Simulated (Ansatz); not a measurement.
# CdS3: one candidate structure

Aim: relax CdS3 from this start, Cu3Au (L1_2) type (Pm-3m, No. 221), and see where it ends.

Program: Ansatz 0.2.0. Level of theory: DFT PBE, scalar-relativistic, plane waves, PAW. These are calculated values, not measurements.

1 further run of the same task is left out (for a known fault of the program).

## 1. The system as given

It takes space group Pm-3m (No. 221, cubic). Conventional cell: a = 4.397 Å, b = 4.397 Å, c = 4.397 Å, α = 90.00°, β = 90.00°, γ = 90.00°. Cd (site symmetry m-3m) is surrounded by 12 S at 3.11 Å. S (site symmetry 4/mmm) is surrounded by 4 Cd at 3.11 Å and 8 S at 3.11 Å.

Structure file:

```
Cd S
1.0
     4.39719    0.00000    0.00000
     0.00000    4.39719    0.00000
     0.00000    0.00000    4.39719
Cd S
1 3
Direct
  0.00000 0.00000 0.00000
  0.00000 0.50000 0.50000
  0.50000 0.00000 0.50000
  0.50000 0.50000 0.00000
```

## 2. A first look at the start

The input, input.yaml:

```yaml
crystal:
  lattice:
    - [4.3971906267, 0.0, 0.0]
    - [0.0, 4.3971906267, 0.0]
    - [0.0, 0.0, 4.3971906267]
  atoms:
    - { symbol: Cd, position: [0.0, 0.0, 0.0] }
    - { symbol: S, position: [0.0, 0.5, 0.5] }
    - { symbol: S, position: [0.5, 0.0, 0.5] }
    - { symbol: S, position: [0.5, 0.5, 0.0] }
basis:
  ecutwfc: 420
kpoints:
  mp_grid: { grid: [4, 4, 4] }
hamiltonian:
  xc: pbe
scf:
  occupations: { method: gaussian, width: 0.1 }
  lower_state_search: "off"
output:
  forces: true
  stress: true
  eigenvalues: true
```

On the command line:

```
$ ansatz run input.yaml --threads 1 --pin off --max-ram 2560MiB --backend cpu --events-out ev --progress --plain --runs-dir out
```

What it wrote, cut to the lines that bear on the results:

```text
Warning: RAYON_NUM_THREADS=1 ignored (pool sized by the plan → 1); use --threads N
[...]
Pseudopotentials: kind: paw
Pseudopotential: Cd, paw, valence charge 20, recommended cutoff 420 eV (normal), Cd.paw.azcp
Pseudopotential: S, paw, valence charge 6, recommended cutoff 420 eV (normal), S.paw.azcp
Functional definition: PBE
[...]
Crystal: 4 atoms, lattice volume = 85.021 Å³
Basis set: ecut = 420 eV, 1647 PW (Γ), exchange–correlation on 60×60×60 points (8 copies of the dense FFT grid, shifted against one another)
Bands: 23, of which v1, the nominal top of the filled ones, is band 19 counted from 1 (18 counted from 0)
Symmetry: 48 space group operations
Space group: Pm-3m (ITA 221), of the structure as read, at distance tolerance 4.4e-5 Å
k-points: 10 of 64
[...]
SCF iter   1: F=—  HF=-10957.448416 eV  |F-HF|=—  |Δ(HF+E_count)|=         —  Δρ=1.30e-3  dr2=1.50e-3  ethr=1.77e-3  ⟨swp⟩=5.2  Hψ=951  notcnv=0
[...]
SCF iter   6: F=-10957.450044 eV  HF=-10957.450044 eV  |F-HF|=6.60e-9  |Δ(HF+E_count)|=   2.57e-7  Δρ=5.45e-6  dr2=3.09e-8  ethr=2.63e-10  ⟨swp⟩=5.6  Hψ=954  notcnv=0
[...]
SCF converged after 6 iterations
Free energy (F): -10957.450044 eV
[...]
E sigma→0 (E₀):  -10957.437623 eV
Entropy (-TS):   -0.024840 eV (-6.210 meV/atom)
Fermi energy:    7.397440 eV
[...]
--- Forces (eV/Å), atoms counted from 1 ---
  atom   1  Cd     0.00000000    -0.00000000     0.00000000
  atom   2  S      0.00000000     0.00000000     0.00000000
  atom   3  S     -0.00000000    -0.00000000     0.00000000
  atom   4  S      0.00000000     0.00000000    -0.00000000
[...]
--- Stress (GPa, compression-positive) ---
       -6.623204       0.000000       0.000000
       -0.000000      -6.623204       0.000000
        0.000000       0.000000      -6.623204
  P = ⅓ Tr σ = -6.6232 GPa (-66.232 kbar)
--- Band table (eV; the first three rows and the last of 10) ---
  k-point 0: bands = ["-94.7404", "-55.8126", "-55.8126", "-55.8126", "-6.5211", "-3.6620", "-3.6620", "-0.6291", "-0.6291", "-0.6291", "-0.5368", "-0.5368", "3.2097", "3.2097", "3.2097", "6.5068", "6.5068", "6.5068", "6.5985", "8.0531", "8.0531", "8.0531", "14.0456"]
[...]
```

It took 0.47 s on 1 thread of AMD EPYC 9B45 (Zen 5), shared host; peak memory 0.34 GiB.

From the probe: pressure -6.6 GPa, largest force 0.00 eV/Å, gap on this mesh none (metal). Stress or forces are large, so a loose relaxation on a coarse mesh comes first.

## 3. Coarse relaxation

input.yaml, as its differences from that of step 2:

```diff
@@ -23 +23,6 @@
   eigenvalues: true
+relax:
+  adjacent_minimum: "off"
+  f_tol: 0.04
+  max_steps: 70
+  cell: { stress_tol: 0.4 }
```

On the command line:

```
$ ansatz run input.yaml --threads 1 --pin off --max-ram 2560MiB --backend cpu --events-out ev --progress --plain --runs-dir out
```

What it wrote:

```text
Warning: RAYON_NUM_THREADS=1 ignored (pool sized by the plan → 1); use --threads N
Engine: ansatz 0.2.0, x86_64-unknown-linux-gnu
[... 4 set-up lines as earlier in the session ...]
  parameter kappa = 0.804
  parameter beta = 0.06672455060314922
  exchange = pbe_x(kappa = kappa, mu = beta*pi^2/3)
  correlation = pbe_c(beta = beta)
Crystal: 4 atoms, lattice volume = 85.021 Å³
Basis set: ecut = 420 eV, 1647 PW (Γ), exchange–correlation on 60×60×60 points (8 copies of the dense FFT grid, shifted against one another)
Bands: 23, of which v1, the nominal top of the filled ones, is band 19 counted from 1 (18 counted from 0)
[... 2 set-up lines as earlier in the session ...]
k-points: 10 of 64
Non-local potential: Cd, projectors of the file, l = 0: 3, l = 1: 2, l = 2: 2, l = 3: 1
Non-local potential: S, projectors of the file, l = 0: 2, l = 1: 2, l = 2: 2
PAW form: soft (Blöchl's): semilocal exchange-correlation on the pseudo side does not see the compensation charge
PAW one-centre angular grid: Cd, 590 points (default); XC on 64 Gauss nodes
PAW one-centre angular grid: S, 110 points (default); XC on 64 Gauss nodes
Initial density: superposition of atomic densities (neutral atoms: chi_scale 0, normalization atom), corrected by the library's trained network
Initial wavefunctions: pseudopotential atomic-orbital guess
Functional: x = pbe(κ = 0.804, μ = 0.2195149727645171), c = pbe(β = 0.06672455060314922)
SCF iter   1: F=—  HF=-10957.448416 eV  |F-HF|=—  |Δ(HF+E_count)|=         —  Δρ=1.30e-3  dr2=1.50e-3  ethr=1.77e-3  ⟨swp⟩=5.2  Hψ=951  notcnv=0
preconditioner: auto → Kerker (q_TF=auto, 2.386 Å⁻¹)  [metal: Δε(μ)=0.102 eV  Ē_g=8.238 eV  σ=0.100 eV  W_gap=0.45  n_scr=18 (ndim 8)  ℏωp=22.1 eV  f_vac=0.000  D(μ)=4.96/eV (n_scr^D=56)]
SCF iter   2: F=—  HF=-10957.449521 eV  |F-HF|=—  |Δ(HF+E_count)|=   1.11e-3  Δρ=8.02e-4  dr2=6.71e-4  ethr=3.96e-6  ⟨swp⟩=2.3  Hψ=415  notcnv=0
SCF iter   3: F=—  HF=-10957.449708 eV  |F-HF|=—  |Δ(HF+E_count)|=   1.87e-4  Δρ=1.92e-4  dr2=6.00e-5  ethr=1.76e-6  ⟨swp⟩=2.9  Hψ=404  notcnv=0
SCF iter   4: F=—  HF=-10957.450040 eV  |F-HF|=—  |Δ(HF+E_count)|=   3.32e-4  Δρ=7.68e-5  dr2=5.21e-6  ethr=1.58e-7  ⟨swp⟩=2.1  Hψ=347  notcnv=0
SCF iter   5: F=—  HF=-10957.450043 eV  |F-HF|=—  |Δ(HF+E_count)|=   3.26e-6  Δρ=2.03e-5  dr2=5.45e-7  ethr=1.37e-8  ⟨swp⟩=2.0  Hψ=390  notcnv=0
SCF iter   6: F=-10957.450044 eV  HF=-10957.450044 eV  |F-HF|=6.60e-9  |Δ(HF+E_count)|=   2.57e-7  Δρ=5.45e-6  dr2=3.09e-8  ethr=2.63e-10  ⟨swp⟩=5.6  Hψ=954  notcnv=0
SCF 1 converged in 6 iterations: F = -10957.450044 eV  dr2 = 3.09e-8
relax step   1: F+E_penalty+E_count = -10957.45004351 eV  Δ(F+E_penalty+E_count) = +0.000e0 eV  max|allowed force component| = 3.835e-30 eV/Å  Δτ_max = 0.0000 Å  P = -6.623 GPa  Ω = 85.021 Å³  (6 SCF iters, dr2 threshold 1.00e-7 eV, accepted)
Crystal: 4 atoms, lattice volume = 73.183 Å³
Basis set: ecut = 420 eV, 1365 PW (Γ), exchange–correlation on 60×60×60 points (8 copies of the dense FFT grid, shifted against one another)
Initial density: handed on by an earlier stage of this run
Initial wavefunctions: those handed on with the density
iter 1 solved again at ethr=7.92e-5 eV; its pass at ethr=3.10e-3 eV (dr2=3.01e-2 eV) is discarded
SCF iter   1: F=—  HF=-10957.704981 eV  |F-HF|=—  |Δ(HF+E_count)|=         —  Δρ=4.36e-3  dr2=2.87e-2  ethr=7.92e-5  ⟨swp⟩=1.0  Hψ=1205  notcnv=0
preconditioner: auto → Kerker (q_TF=auto, 2.446 Å⁻¹)  [metal: Δε(μ)=0.069 eV  Ē_g=8.885 eV  σ=0.100 eV  W_gap=0.33  n_scr=18 (ndim 8)  ℏωp=23.8 eV  f_vac=0.000  D(μ)=3.73/eV (n_scr^D=32)]
SCF iter   2: F=—  HF=-10957.698564 eV  |F-HF|=—  |Δ(HF+E_count)|=   6.42e-3  Δρ=2.75e-3  dr2=1.18e-2  ethr=7.54e-5  ⟨swp⟩=1.4  Hψ=263  notcnv=0
SCF iter   3: F=—  HF=-10957.694512 eV  |F-HF|=—  |Δ(HF+E_count)|=   4.05e-3  Δρ=7.68e-4  dr2=1.28e-3  ethr=3.10e-5  ⟨swp⟩=2.7  Hψ=371  notcnv=0
SCF iter   4: F=—  HF=-10957.694128 eV  |F-HF|=—  |Δ(HF+E_count)|=   3.84e-4  Δρ=3.32e-4  dr2=7.78e-5  ethr=3.36e-6  ⟨swp⟩=2.2  Hψ=384  notcnv=0
SCF iter   5: F=—  HF=-10957.694591 eV  |F-HF|=—  |Δ(HF+E_count)|=   4.63e-4  Δρ=5.27e-5  dr2=1.88e-6  ethr=2.05e-7  ⟨swp⟩=2.8  Hψ=384  notcnv=0
SCF iter   6: F=-10957.694592 eV  HF=-10957.694592 eV  |F-HF|=3.72e-8  |Δ(HF+E_count)|=   1.25e-6  Δρ=1.11e-5  dr2=1.06e-7  ethr=1.05e-9  ⟨swp⟩=6.2  Hψ=1032  notcnv=0
SCF 2 converged in 6 iterations: F = -10957.694592 eV  dr2 = 1.06e-7
relax step   2: F+E_penalty+E_count = -10957.69459186 eV  Δ(F+E_penalty+E_count) = -2.445e-1 eV  max|allowed force component| = 1.202e-30 eV/Å  Δτ_max = 0.0000 Å  P = +1.264 GPa  Ω = 73.183 Å³  energy of the carried Pulay correction = +1.568e-3 eV  (6 SCF iters, dr2 threshold 4.00e-7 eV, accepted)
Crystal: 4 atoms, lattice volume = 74.852 Å³
Basis set: ecut = 420 eV, 1419 PW (Γ), exchange–correlation on 60×60×60 points (8 copies of the dense FFT grid, shifted against one another)
iter 1 solved again at ethr=1.65e-6 eV; its pass at ethr=3.10e-3 eV (dr2=6.26e-4 eV) is discarded
SCF iter   1: F=—  HF=-10957.698772 eV  |F-HF|=—  |Δ(HF+E_count)|=         —  Δρ=6.51e-4  dr2=5.83e-4  ethr=1.65e-6  ⟨swp⟩=1.4  Hψ=1182  notcnv=0
preconditioner: auto → Resta (q_TF=auto, 2.437 Å⁻¹)  ε∞=8.3  [insulator: Δε(μ)=0.173 eV  Ē_g=8.702 eV  σ=0.100 eV  W_gap=0.51  n_scr=18 (ndim 8)  ℏωp=23.5 eV  f_vac=0.000  D(μ)=3.83/eV (n_scr^D=32)  ε∞_Penn≈8.3]
SCF iter   2: F=—  HF=-10957.698629 eV  |F-HF|=—  |Δ(HF+E_count)|=   1.42e-4  Δρ=3.93e-4  dr2=1.96e-4  ethr=1.53e-6  ⟨swp⟩=2.1  Hψ=304  notcnv=0
SCF iter   3: F=—  HF=-10957.699030 eV  |F-HF|=—  |Δ(HF+E_count)|=   4.00e-4  Δρ=1.00e-4  dr2=1.54e-5  ethr=5.17e-7  ⟨swp⟩=2.8  Hψ=378  notcnv=0
SCF iter   4: F=—  HF=-10957.699026 eV  |F-HF|=—  |Δ(HF+E_count)|=   3.52e-6  Δρ=3.67e-5  dr2=7.58e-7  ethr=4.06e-8  ⟨swp⟩=2.1  Hψ=351  notcnv=0
iter 5 did not close the SCF: its close was put off for the readings that it lacked (scf_convergence_deferred on its scf_iter line)
SCF iter   5: F=-10957.699026 eV  HF=-10957.699026 eV  |F-HF|=1.34e-8  |Δ(HF+E_count)|=   4.46e-7  Δρ=4.26e-6  dr2=1.09e-8  ethr=1.99e-9  ⟨swp⟩=2.1  Hψ=371  notcnv=0
SCF iter   6: F=-10957.699027 eV  HF=-10957.699027 eV  |F-HF|=5.28e-10  |Δ(HF+E_count)|=   1.55e-8  Δρ=8.42e-7  dr2=4.49e-10  ethr=2.87e-11  ⟨swp⟩=1.4  Hψ=683  notcnv=0
SCF 3 converged in 6 iterations: F = -10957.699027 eV  dr2 = 4.49e-10
relax step   3: F+E_penalty+E_count = -10957.69902650 eV  Δ(F+E_penalty+E_count) = -4.435e-3 eV  max|allowed force component| = 4.832e-30 eV/Å  Δτ_max = 0.0000 Å  P = -0.334 GPa  Ω = 74.852 Å³  energy of the carried Pulay correction = +1.333e-3 eV  (6 SCF iters, dr2 threshold 4.00e-7 eV, accepted)
Initial wavefunctions: pseudopotential atomic-orbital guess (no wavefunctions were taken with the density)
iter 1 solved again at ethr=2.00e-8 eV; its pass at ethr=3.10e-3 eV (dr2=7.61e-6 eV) is discarded
SCF iter   1: F=—  HF=-10957.697185 eV  |F-HF|=—  |Δ(HF+E_count)|=         —  Δρ=2.02e-4  dr2=4.79e-6  ethr=2.00e-8  ⟨swp⟩=3.0  Hψ=1643  notcnv=0
preconditioner: auto → Resta (q_TF=auto, 2.437 Å⁻¹)  ε∞=8.3  [insulator: Δε(μ)=0.172 eV  Ē_g=8.710 eV  σ=0.100 eV  W_gap=0.51  n_scr=18 (ndim 8)  ℏωp=23.5 eV  f_vac=0.000  D(μ)=3.83/eV (n_scr^D=32)  ε∞_Penn≈8.3]
SCF iter   2: F=—  HF=-10957.697640 eV  |F-HF|=—  |Δ(HF+E_count)|=   4.56e-4  Δρ=9.54e-5  dr2=1.26e-6  ethr=1.26e-8  ⟨swp⟩=2.0  Hψ=350  notcnv=0
SCF iter   3: F=—  HF=-10957.697649 eV  |F-HF|=—  |Δ(HF+E_count)|=   9.03e-6  Δρ=2.55e-5  dr2=1.07e-7  ethr=3.33e-9  ⟨swp⟩=2.1  Hψ=305  notcnv=0
iter 4 did not close the SCF: its close was put off for the readings that it lacked (scf_convergence_deferred on its scf_iter line)
SCF iter   4: F=-10957.697649 eV  HF=-10957.697649 eV  |F-HF|=9.13e-10  |Δ(HF+E_count)|=   5.94e-8  Δρ=1.84e-6  dr2=8.82e-10  ethr=2.82e-10  ⟨swp⟩=2.0  Hψ=313  notcnv=0
iter 5 did not close the SCF: its close was put off for the readings that it lacked (scf_convergence_deferred on its scf_iter line)
SCF iter   5: F=-10957.697649 eV  HF=-10957.697649 eV  |F-HF|=3.64e-12  |Δ(HF+E_count)|=   1.09e-9  Δρ=1.32e-7  dr2=1.26e-11  ethr=2.32e-12  ⟨swp⟩=2.0  Hψ=390  notcnv=0
SCF iter   6: F=-10957.697649 eV  HF=-10957.697649 eV  |F-HF|=3.64e-12  |Δ(HF+E_count)|=  7.28e-12  Δρ=4.10e-8  dr2=1.55e-12  ethr=1.00e-12  ⟨swp⟩=2.0  Hψ=532  notcnv=0
SCF 4 converged in 6 iterations: F = -10957.697649 eV  dr2 = 1.55e-12
relax step   4: F+E_penalty+E_count = -10957.69764935 eV  Δ(F+E_penalty+E_count) = +1.377e-3 eV  max|allowed force component| = 8.842e-30 eV/Å  Δτ_max = 0.0000 Å  P = -0.334 GPa  Ω = 74.852 Å³  stress off target by 3.34e-1 GPa  SCF on the basis re-selected at this cell (its energy is not comparable with the rows above)  (6 SCF iters)
basis re-selected at this cell: Δ(F+E_penalty+E_count) = +1.377e-3 eV, ΔP = -0.000 GPa vs the last step (what re-selecting the basis moved, of the pressure what is left beyond the Pulay correction that the steps carried, after the strain that the cell walked since its last selection, with what the two solves' SCF thresholds leave and, on support functions, any second-order correction that the steps lacked; it is no measure of the basis error at this ecutwfc). This SCF's stress stands 3.34e-1 GPa from its target on what of the cell is left free (relax.cell.stress_tol is 4.00e-1 GPa) and its largest allowed force component is 8.84e-30 eV/Å (relax.f_tol is 4.00e-2 eV/Å): within both
SCF converged after 6 iterations
Free energy (F): -10957.697649 eV
Harris-Foulkes:  -10957.697649 eV  (|F-HF|=3.64e-12)
Internal energy: -10957.678523 eV  (E = F + TS)
E sigma→0 (E₀):  -10957.688086 eV
Entropy (-TS):   -0.019127 eV (-4.782 meV/atom)
Fermi energy:    9.349824 eV
--- Per-component energies (eV) ---
  E_band       = -427.168687
  E_kinetic    = 816.018022
  E_local      = -3977.314526  (includes V_loc(G=0)·N_el)
  E_nonlocal   = 122.521225
  E_hartree    = 1823.134327
  E_xc         = -463.200865
  E_vxc        = -477.612305  (∫ρ·V_xc dr)
  E_paw        = -5884.967325  (= ΣΔE_a)
  E_vpaw       = -557.049834  (= ΣTr[D̂ρ^β])
  E_aug_tail   = 0.000018  (compensation charges beyond the density's cutoff)
  E_ewald      = -3393.869399
  E_smearing   = -0.019127  (= −TS)
  E_closure    = -0.000000  (closes the sum)
  Σ components = -10957.697649   (vs F -10957.697649, Δ=0.00e0)
--- Forces (eV/Å), atoms counted from 1 ---
  atom   1  Cd     0.00000000     0.00000000    -0.00000000
  atom   2  S      0.00000000    -0.00000000     0.00000000
  atom   3  S      0.00000000     0.00000000     0.00000000
  atom   4  S     -0.00000000    -0.00000000     0.00000000
  max |Σ_I F_I| component: 1.72e-29 eV/Å
--- Stress (GPa, compression-positive) ---
       -0.333698       0.000000       0.000000
        0.000000      -0.333698      -0.000000
        0.000000      -0.000000      -0.333698
  P = ⅓ Tr σ = -0.3337 GPa (-3.337 kbar)
--- Band table (eV; the first three rows and the last of 10) ---
  k-point 0: bands = ["-92.9197", "-53.9943", "-53.9943", "-53.9943", "-5.5545", "-1.9126", "-1.9126", "1.1365", "1.1365", "1.1365", "1.3165", "1.3165", "4.3645", "4.3645", "4.3645", "8.2636", "8.2636", "8.2636", "8.4651", "10.1158", "10.1158", "10.1158", "15.9077"]
  k-point 1: bands = ["-92.9197", "-53.9944", "-53.9943", "-53.9943", "-5.1911", "-2.5923", "-1.7840", "1.0344", "1.0344", "1.1302", "1.1405", "1.2680", "4.7241", "4.8740", "4.8740", "7.7932", "7.7932", "7.9545", "8.5151", "9.7716", "9.7716", "10.2784", "15.3365"]
  k-point 2: bands = ["-92.9197", "-53.9945", "-53.9943", "-53.9943", "-4.4915", "-3.5865", "-1.6367", "0.9236", "0.9431", "0.9431", "1.1445", "1.2645", "5.2574", "5.8569", "5.8569", "6.6334", "6.6334", "7.5138", "7.6999", "9.8071", "9.8071", "12.7523", "13.1614"]
  k-point 9: bands = ["-92.9197", "-53.9944", "-53.9944", "-53.9944", "-3.1197", "-3.1197", "-3.1197", "1.2280", "1.2280", "1.4324", "1.4324", "1.4324", "3.0059", "3.7851", "3.7851", "3.7851", "7.5655", "10.4568", "10.4568", "10.4568", "10.5694", "10.5694", "18.5654"]
--- Relaxed structure (3 steps of the walk, 3 accepted, 1 SCFs on fresh bases) ---
  F+E_penalty+E_count = -10957.69764935 eV   max|allowed force component| = 8.842e-30 eV/Å   (the final SCF, on the basis selected at the relaxed cell)
  cell:  # Å, volume = 74.8519 Å³
    - [4.214386159915036, -6.41976648129078e-35, 1.1555579666323413e-33]
    - [-6.41976648129078e-35, 4.214386159915036, 1.2839532962581572e-34]
    - [1.6691392851356043e-33, 1.2839532962581572e-34, 4.214386159915036]
  atoms:
    - { symbol: Cd, position: [6.905986110139065e-39, -7.797081090814603e-40, 2.5934273569634984e-49] }
    - { symbol: S, position: [-8.688176076004667e-39, 0.49999999999999994, 0.49999999999999994] }
    - { symbol: S, position: [0.49999999999999994, 1.8935768369225772e-39, 0.49999999999999994] }
    - { symbol: S, position: [0.49999999999999994, 0.49999999999999994, -8.910949820485107e-40] }
```

It took 1.8 s on 1 thread of AMD EPYC 9B45 (Zen 5), shared host; peak memory 0.36 GiB.

Step by step:

| step | E - E(step 1) (eV/cell) | largest force component (eV/Å) | pressure (GPa) | volume (Å³) |
| --- | --- | --- | --- | --- |
| 1 | 0.0000 | 0.0000 | -6.62 | 85.02 |
| 2 | -0.2445 | 0.0000 | 1.26 | 73.18 |
| 3 | -0.2490 | 0.0000 | -0.33 | 74.85 |
| 4 | -0.2476 | 0.0000 | -0.33 | 74.85 |

Step 1 is the start. Step 4 repeats the geometry before it on a plane-wave basis chosen anew for that cell, so its energy need not be comparable with the rows above.

|  | before | after | change |
| --- | --- | --- | --- |
| a (Å) | 4.397 | 4.214 | -4.2 % |
| b (Å) | 4.397 | 4.214 | -4.2 % |
| c (Å) | 4.397 | 4.214 | -4.2 % |
| volume (Å³/atom) | 21.26 | 18.71 | -12.0 % |
| shortest distance (Å) | 3.109 | 2.980 | -4.2 % |
| space group (0.01 Å) | Pm-3m | Pm-3m | same |

The run keeps the 48 symmetry operations of the start, so it could not have lowered the symmetry.

## 4. Relaxing cell and atoms

The input, input.yaml:

```yaml
crystal:
  lattice:
    - [4.2143861599, 0.0, 0.0]
    - [0.0, 4.2143861599, 0.0]
    - [0.0, 0.0, 4.2143861599]
  atoms:
    - { symbol: Cd, position: [0.0, 0.0, 0.0] }
    - { symbol: S, position: [0.0, 0.5, 0.5] }
    - { symbol: S, position: [0.5, 0.0, 0.5] }
    - { symbol: S, position: [0.5, 0.5, 0.0] }
basis:
  ecutwfc: 420
kpoints:
  mp_grid: { grid: [12, 12, 12] }
hamiltonian:
  xc: pbe
scf:
  occupations: { method: gaussian, width: 0.1 }
output:
  forces: true
  stress: true
  eigenvalues: true
relax:
  adjacent_minimum: "off"
  f_tol: 0.01
  max_steps: 80
  cell: { stress_tol: 0.05 }
```

On the command line:

```
$ ansatz run input.yaml --threads 1 --pin off --max-ram 2560MiB --backend cpu --events-out ev --progress --plain --runs-dir out
```

What it wrote, cut to the lines that bear on the results:

```text
Warning: RAYON_NUM_THREADS=1 ignored (pool sized by the plan → 1); use --threads N
[...]
[... 4 set-up lines as earlier in the session ...]
[...]
Crystal: 4 atoms, lattice volume = 74.852 Å³
Basis set: ecut = 420 eV, 1419 PW (Γ), exchange–correlation on 60×60×60 points (8 copies of the dense FFT grid, shifted against one another)
Bands: 23, of which v1, the nominal top of the filled ones, is band 19 counted from 1 (18 counted from 0)
[... 1 set-up line as earlier in the session ...]
Space group: Pm-3m (ITA 221), of the structure as read, at distance tolerance 4.2e-5 Å
k-points: 84 of 1728
[...]
SCF iter   1: F=—  HF=-10957.802508 eV  |F-HF|=—  |Δ(HF+E_count)|=         —  Δρ=2.01e-3  dr2=3.01e-3  ethr=1.77e-3  ⟨swp⟩=5.4  Hψ=8103  notcnv=0
[...]
--- Stress (GPa, compression-positive) ---
       -0.004961       0.000000      -0.000000
        0.000000      -0.004961      -0.000000
       -0.000000      -0.000000      -0.004961
  P = ⅓ Tr σ = -0.0050 GPa (-0.050 kbar)
--- Band table (eV; the first three rows and the last of 84) ---
[... band rows left out ...]
[...]
--- Relaxed structure (3 steps of the walk, 3 accepted, 1 SCFs on fresh bases) ---
  F+E_penalty+E_count = -10957.80488505 eV   max|allowed force component| = 7.036e-31 eV/Å   (the final SCF, on the basis selected at the relaxed cell)
  cell:  # Å, volume = 74.1531 Å³
    - [4.201230005719706, 1.1234591342258874e-34, -3.209883240645393e-34]
    - [1.1234591342258874e-34, 4.201230005719706, -1.6049416203226965e-35]
    - [-3.209883240645393e-34, -1.6049416203226965e-35, 4.201230005719706]
  atoms:
    - { symbol: Cd, position: [-5.521955656585755e-35, -1.5232981121603065e-35, -1.1424735841200754e-35] }
    - { symbol: S, position: [1.0472674521103095e-34, 0.5, 0.5] }
    - { symbol: S, position: [0.5, 3.046596224321338e-35, 0.5] }
    - { symbol: S, position: [0.5, 0.5, -1.1424735841204218e-35] }
```

Wall time 9.2 s (1 thread of AMD EPYC 9B45 (Zen 5), shared host); peak memory 0.46 GiB.

Step by step:

```csv
step,energy from step 1 (eV/cell),largest force component (eV/Å),pressure (GPa),volume (Å³)
1,0.0000,0.0000,-0.63,74.85
2,-0.0012,0.0000,0.33,73.79
3,-0.0015,0.0000,-0.01,74.15
4,-0.0014,0.0000,0.00,74.15
```

Step 1 is the start. Step 4 repeats the geometry before it on a plane-wave basis chosen anew for that cell, so its energy need not be comparable with the rows above.

|  | before | after | change |
| --- | --- | --- | --- |
| a (Å) | 4.214 | 4.201 | -0.3 % |
| b (Å) | 4.214 | 4.201 | -0.3 % |
| c (Å) | 4.214 | 4.201 | -0.3 % |
| volume (Å³/atom) | 18.71 | 18.54 | -0.9 % |
| shortest distance (Å) | 2.980 | 2.971 | -0.3 % |
| space group (0.01 Å) | Pm-3m | Pm-3m | same |

The run keeps the 48 symmetry operations of the start, so it could not have lowered the symmetry.

## 5. Results

Formation energies count from the elements, computed with the same settings in runs not shown here.

| quantity | value |
| --- | --- |
| cell | a = 4.201 Å, b = 4.201 Å, c = 4.201 Å, α = 90.00°, β = 90.00°, γ = 90.00° |
| space group | Pm-3m (No. 221) |
| volume | 18.54 Å³/atom |
| gap on the mesh | none (metal) |
| formation energy from the elements | +0.709 eV/atom |

**Reading.** The space group stayed Pm-3m, and from the first guess the volume went from 21.26 to 18.54 Å³/atom. The formation energy of +0.71 eV/atom is positive, so the elements lie lower than this structure; another structure of the compound can lie lower. The final runs have no spin polarisation, so no magnetic state was tried and one may lie lower.
